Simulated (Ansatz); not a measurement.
# BaC: the cost of one run

Program: Ansatz 0.2.0. Level of theory: DFT PBE, scalar-relativistic, plane waves, PAW. These are calculated values, not measurements.

3 further runs of the same task are left out: 3 set aside as unsound or not needed.

**1. Starting point**

The structure is cubic, space group F-43m (No. 216). The conventional cell has a = 5.868 Å, b = 5.868 Å, c = 5.868 Å, α = 90.00°, β = 90.00°, γ = 90.00°. Around Ba (site symmetry -43m) lie 4 C at 2.54 Å. C (site symmetry -43m) is surrounded by 4 Ba at 2.54 Å.

Structure file:

```
CELL_PARAMETERS angstrom
0.00000 2.93415 2.93415
2.93415 0.00000 2.93415
2.93415 2.93415 0.00000
ATOMIC_POSITIONS crystal
Ba 0.00000 0.00000 0.00000
C 0.75000 0.75000 0.75000
```

This is candidate A: zinc blende type (F-43m, No. 216).

(A quick probe on a coarse mesh, which set the mesh and smearing, is not shown.)

**3. Rough relaxation on the coarse mesh (candidate A)**

Input file input.yaml:

```yaml
crystal:
  lattice:
    - [0.0, 2.9341465991, 2.9341465991]
    - [2.9341465991, 0.0, 2.9341465991]
    - [2.9341465991, 2.9341465991, 0.0]
  atoms:
    - { symbol: Ba, position: [0.0, 0.0, 0.0], spin: 0.18 }
    - { symbol: C, position: [0.75, 0.75, 0.75], spin: 1.4 }
basis:
  ecutwfc: 420
kpoints:
  mp_grid: { grid: [6, 6, 6] }
hamiltonian:
  xc: pbe
scf:
  occupations: { method: gaussian, width: 0.1 }
  lower_state_search: "off"
output:
  forces: true
  stress: true
  eigenvalues: true
  populations: true
magnetization:
  spin_polarized: true
relax:
  adjacent_minimum: "off"
  f_tol: 0.04
  max_steps: 70
  cell: { stress_tol: 0.4 }
```

Started as:

```bash
ansatz run input.yaml --threads 1 --pin off --max-ram 2560MiB --backend cpu --events-out ev --progress --plain --runs-dir out
```

Q: Estimate wall time and peak memory on 1 thread of Intel Xeon 6975P-C (Granite Rapids), shared host.

About 19 s, with a peak of 0.36 GiB.
